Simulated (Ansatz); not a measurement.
**SrBe in Ansatz: convergence with smearing width**

The system is SrBe.

```
Sr Be
1.0
     3.03384    0.00000    0.00000
    -1.51692    2.62739    0.00000
     0.00000    0.00000    4.69979
Sr Be
1 1
Direct
  0.65802 0.34569 0.99122
  0.01361 0.01764 0.50045
```

The cell was built by a generator and needn't be a form met in nature.

The cell isn't the ideal one: atoms moved at random, drawn with an rms of 0.05 Å.

* Program: Ansatz 0.2.0
* Task: convergence study
* Functional: PBE
* Potentials or basis: SPMS NC
* Cutoff: 707 eV (not typed: the program's choice for these potentials)
* k mesh: 7 × 7 × 4
* Occupations: gaussian, width 0.3 eV
* Spin: no spin polarisation

These are the settings of the first run; the series varies smearing width, with any setting tied to it.

Hardware: 2 threads of Arm Neoverse V2, with other jobs on the host.

Problem. The values tried are 0.3 eV, 0.2 eV, 0.15 eV, 0.1 eV, 0.05 eV, 0.025 eV, 0.01 eV, 0.005 eV, loosest first. From which on does the energy stay within 1 meV/atom of the tightest run that finished?

Solution. From 0.1 eV on.

```csv
smearing width,"energy less the tightest run, at zero smearing (meV/atom)",pressure (GPa),largest force (eV/Å),SCF cycles,CPU time (s),peak memory (GiB)
0.3 eV,-3.53,16.83,0.269,8,7,0.33
0.2 eV,-2.73,16.78,0.265,8,7.1,0.33
0.15 eV,-1.82,16.76,0.260,8,6.3,0.33
0.1 eV,-0.95,16.73,0.255,8,6.2,0.33
0.05 eV,-0.29,16.72,0.248,8,6.3,0.33
0.025 eV,-0.07,16.70,0.247,8,6.1,0.34
0.01 eV,-0.01,16.67,0.248,9,6.7,0.33
0.005 eV,0.00,16.64,0.249,9,6.7,0.33
```

Against the tightest run, the pressure stays within 0.1 GPa from 0.1 eV on; the largest force stays within 0.005 eV/Å from 0.05 eV on. Narrower smearing needs a denser k mesh, so at a fixed mesh the narrowest width isn't the most accurate. The tightest run that finished is the yardstick and may itself not be fully converged.
